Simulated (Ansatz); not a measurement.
# Cl3FGe: the cost of one run

Method: RKS PBE-D4/def2-SVP, in Ansatz 0.2.0.

## (1) Starting point

Bond lengths: Ge1–F2 1.680 Å, Ge1–Cl3 2.220 Å, Ge1–Cl4 2.218 Å, Ge1–Cl5 2.218 Å. Angles: F2–Ge1–Cl3 109.5°, F2–Ge1–Cl4 109.5°, F2–Ge1–Cl5 109.5°, Cl3–Ge1–Cl4 109.5°, Cl3–Ge1–Cl5 109.5°, Cl4–Ge1–Cl5 109.5°.

As a file:

```xyz
5

Ge    0.0000    0.0000    0.0000
F     0.0000    0.0000    1.6800
Cl    2.0935    0.0000   -0.7393
Cl   -1.0456    1.8115   -0.7393
Cl   -1.0456   -1.8115   -0.7393
```

## (2) Preparing the start

Contents of input.yaml:

```yaml
crystal:
  periodic: [false, false, false]
  atoms:
    - { symbol: Ge, position_ang: [0.0, 0.0, 0.0] }
    - { symbol: F, position_ang: [0.0, 0.0, 1.68] }
    - { symbol: Cl, position_ang: [2.0935, 0.0, -0.7393] }
    - { symbol: Cl, position_ang: [-1.0456, 1.8115, -0.7393] }
    - { symbol: Cl, position_ang: [-1.0456, -1.8115, -0.7393] }
basis:
  gaussian: { orbitals: def2-SVP }
hamiltonian:
  xc: pbe
  dispersion: d4
relax:
  f_tol: 0.02
  max_steps: 40
```

Run with:

```console
> ansatz run input.yaml --threads 2 --pin off --max-ram 3072MiB --backend cpu --events-out ev --progress --plain --runs-dir out
```

What time and memory should one allow on 2 threads of Arm Neoverse V1, shared host?

About 7.5 s, with a peak of 0.13 GiB.
